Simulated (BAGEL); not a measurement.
# UHF/3-21G (density fitting with qzvpp-jkfit) run of C2HF2Ge (SMILES C#[C][Ge]([F])[F])

What is the vertical ionisation energy of C2HF2Ge at UHF/3-21G (density fitting with qzvpp-jkfit)? 

The calculation is run with BAGEL 1.2.2.

2 further runs of the same task are left out: 2 set aside as unsound or not needed.

## (1) The structure to begin with

C2HF2Ge: 6 atoms, total charge 0, spin state doublet. As SMILES, `C#[C][Ge]([F])[F]`. The shape is that of a PBE0-D4/def2-TZVP optimisation.

Bond lengths: C1–C2 1.206 Å, C2–Ge3 1.892 Å, Ge3–F4 1.728 Å, Ge3–F5 1.728 Å, C1–H6 1.067 Å. Angles: C1–C2–Ge3 171.1°, C2–Ge3–F4 108.5°, C2–Ge3–F5 108.5°, F4–Ge3–F5 104.7°, C2–C1–H6 178.2°.

## (2) A single-point energy at UHF/3-21G (density fitting with qzvpp-jkfit)

Input file hf.json:

```json
{ "bagel" : [

{
  "title" : "molecule",
  "basis" : "3-21g",
  "df_basis" : "qzvpp-jkfit",
  "angstrom" : true,
  "geometry" : [
    { "atom" : "C", "xyz" : [   -0.190100,    0.518400,    1.692900 ] },
    { "atom" : "C", "xyz" : [   -0.131400,    0.204200,    0.530300 ] },
    { "atom" : "Ge", "xyz" : [   -0.289600,   -0.139700,   -1.323100 ] },
    { "atom" : "F", "xyz" : [   -0.276600,   -1.850600,   -1.565100 ] },
    { "atom" : "F", "xyz" : [    1.142900,    0.424100,   -2.108200 ] },
    { "atom" : "H", "xyz" : [   -0.213200,    0.779700,    2.727000 ] }
  ]
},
{ "title" : "uhf", "nopen" : 1 },
{ "title" : "print", "file" : "orbitals.molden", "orbitals" : true }

]}
```

The run is started by

```bash
$ BAGEL_NUM_THREADS=1 BAGEL hf.json > hf.out
```

What it wrote:

```text
* using 1 threads per process

  ===============================================================
  ===============================================================

  *** Geometry ***

  { "atom" : "C", "xyz" : [     -0.359237,      0.979634,      3.199117 ] },
  { "atom" : "C", "xyz" : [     -0.248310,      0.385882,      1.002122 ] },
  { "atom" : "Ge", "xyz" : [     -0.547265,     -0.263995,     -2.500297 ] },
  { "atom" : "F", "xyz" : [     -0.522698,     -3.497127,     -2.957610 ] },
  { "atom" : "F", "xyz" : [      2.159768,      0.801433,     -3.983921 ] },
  { "atom" : "H", "xyz" : [     -0.402890,      1.473419,      5.153283 ] },

  Number of auxiliary basis functions:      588

  Since a DF basis is specified, we compute 2- and 3-index integrals:
    o Being stored without compression. Storage requirement is 0.017 GB

  Number of basis functions:       60
  Number of electrons      :       63

    * METHOD: MOLECULE                             0.37

  *** Open-shell HF ***

  === Nuclear Repulsion ===
   338.4394950532

      * DIIS with orbital gradients will be used.

  === UHF iteration (3-21g) ===
      0      -2338.84834291          0.04908251           0.15
      1      -2339.00625344          0.02965830           0.14
      2      -2339.04665617          0.01762774           0.14
      3      -2339.06657168          0.00152335           0.14
      4      -2339.06701579          0.00088043           0.14
      5      -2339.06719524          0.00019739           0.14
      6      -2339.06722830          0.00008258           0.13
      7      -2339.06724092          0.00003619           0.13
      8      -2339.06724979          0.00001766           0.13
      9      -2339.06725541          0.00001399           0.15
     10      -2339.06726308          0.00001124           0.13
     11      -2339.06726873          0.00001018           0.13
     12      -2339.06727941          0.00000777           0.13
     13      -2339.06729392          0.00000500           0.13
     14      -2339.06729984          0.00000374           0.13
     15      -2339.06730454          0.00000321           0.13
     16      -2339.06730796          0.00000291           0.13
     17      -2339.06731294          0.00000252           0.13
     18      -2339.06731870          0.00000226           0.13
     19      -2339.06732006          0.00000203           0.13
     20      -2339.06732129          0.00000199           0.13
     21      -2339.06732204          0.00000192           0.13
     22      -2339.06732368          0.00000156           0.13
     23      -2339.06732453          0.00000102           0.12
     24      -2339.06732490          0.00000059           0.12
     25      -2339.06732494          0.00000026           0.13
     26      -2339.06732495          0.00000012           0.13
     27      -2339.06732496          0.00000009           0.13
     28      -2339.06732496          0.00000007           0.12
     29      -2339.06732497          0.00000005           0.12
     30      -2339.06732497          0.00000004           0.12
     31      -2339.06732497          0.00000004           0.12
     32      -2339.06732497          0.00000004           0.12
     33      -2339.06732497          0.00000004           0.12
     34      -2339.06732497          0.00000004           0.13
     35      -2339.06732497          0.00000003           0.12
     36      -2339.06732497          0.00000002           0.12
     37      -2339.06732497          0.00000002           0.12
     38      -2339.06732497          0.00000001           0.13
     39      -2339.06732497          0.00000001           0.13
    * SCF iteration converged.

    * S^2 (UHF) is 0.7702

    * Permanent dipole moment:
           (    0.973588,    -0.804374,    -0.825568) a.u.

    * METHOD: UHF                                  5.37

    * METHOD: PRINT                                0.00

  ===============================================================
```

It took 6.3 s on 1 thread of Intel Xeon 6975P-C (Granite Rapids), shared host; peak memory 0.12 GiB.

## (3) The singlet cation at the same level

Input file calc.json:

```json
{ "bagel" : [

{
  "title" : "molecule",
  "basis" : "3-21g",
  "df_basis" : "qzvpp-jkfit",
  "angstrom" : true,
  "geometry" : [
    { "atom" : "C", "xyz" : [   -0.190100,    0.518400,    1.692900 ] },
    { "atom" : "C", "xyz" : [   -0.131400,    0.204200,    0.530300 ] },
    { "atom" : "Ge", "xyz" : [   -0.289600,   -0.139700,   -1.323100 ] },
    { "atom" : "F", "xyz" : [   -0.276600,   -1.850600,   -1.565100 ] },
    { "atom" : "F", "xyz" : [    1.142900,    0.424100,   -2.108200 ] },
    { "atom" : "H", "xyz" : [   -0.213200,    0.779700,    2.727000 ] }
  ]
},
{ "title" : "hf", "charge" : 1 },
{ "title" : "print", "file" : "orbitals.molden", "orbitals" : true }

]}
```

The run is started by

```bash
$ BAGEL_NUM_THREADS=1 BAGEL calc.json > calc.out
```

What it wrote:

```text
* using 1 threads per process

  ===============================================================
  ===============================================================

  *** Geometry ***

  { "atom" : "C", "xyz" : [     -0.359237,      0.979634,      3.199117 ] },
  { "atom" : "C", "xyz" : [     -0.248310,      0.385882,      1.002122 ] },
  { "atom" : "Ge", "xyz" : [     -0.547265,     -0.263995,     -2.500297 ] },
  { "atom" : "F", "xyz" : [     -0.522698,     -3.497127,     -2.957610 ] },
  { "atom" : "F", "xyz" : [      2.159768,      0.801433,     -3.983921 ] },
  { "atom" : "H", "xyz" : [     -0.402890,      1.473419,      5.153283 ] },

  Number of auxiliary basis functions:      588

  Since a DF basis is specified, we compute 2- and 3-index integrals:
    o Being stored without compression. Storage requirement is 0.017 GB

  Number of basis functions:       60
  Number of electrons      :       63

    * METHOD: MOLECULE                             0.32

  *** RHF ***

  === Nuclear Repulsion ===
   338.4394950532

      * DIIS with orbital gradients will be used.

  === RHF iteration (3-21g) ===
      0      -2338.46527148          0.02608192           0.09
      1      -2338.61962032          0.01902845           0.07
      2      -2338.71015043          0.00201076           0.06
      3      -2338.71212211          0.00109701           0.06
      4      -2338.71256029          0.00030752           0.06
      5      -2338.71263698          0.00014648           0.06
      6      -2338.71265836          0.00007883           0.06
      7      -2338.71266925          0.00003147           0.06
      8      -2338.71267097          0.00001455           0.06
      9      -2338.71267132          0.00000659           0.06
     10      -2338.71267137          0.00000253           0.06
     11      -2338.71267137          0.00000068           0.06
     12      -2338.71267137          0.00000033           0.06
     13      -2338.71267137          0.00000015           0.06
     14      -2338.71267137          0.00000008           0.06
     15      -2338.71267137          0.00000004           0.06
     16      -2338.71267137          0.00000002           0.07
     17      -2338.71267137          0.00000002           0.07
     18      -2338.71267137          0.00000001           0.06
    * SCF iteration converged.

    * Permanent dipole moment:
           (    1.720426,    -1.319131,    -1.029534) a.u.

    * METHOD: HF                                   1.45

    * METHOD: PRINT                                0.00

  ===============================================================
```

It took 2.1 s on 1 thread of Intel Xeon 6975P-C (Granite Rapids), shared host; peak memory 0.12 GiB.

## (4) What came out

At UHF/3-21G (density fitting with qzvpp-jkfit):

| quantity | value |
| --- | --- |
| doublet C2HF2Ge: total energy | -2339.06732 Eh |
| doublet C2HF2Ge: dipole moment | 3.83 D |
| doublet C2HF2Ge: ⟨S²⟩ | 0.770 |
| singlet cation: total energy | -2338.71267 Eh |
| singlet cation: HOMO energy | -17.76 eV |
| singlet cation: LUMO energy | -8.83 eV |
| singlet cation: HOMO–LUMO gap | 8.93 eV |
| vertical ionisation energy (to the singlet cation) | 9.651 eV |

Removing an electron at fixed nuclei costs 9.65 eV (931 kJ/mol). Only the singlet of the ionised species was computed; a triplet could lie lower.
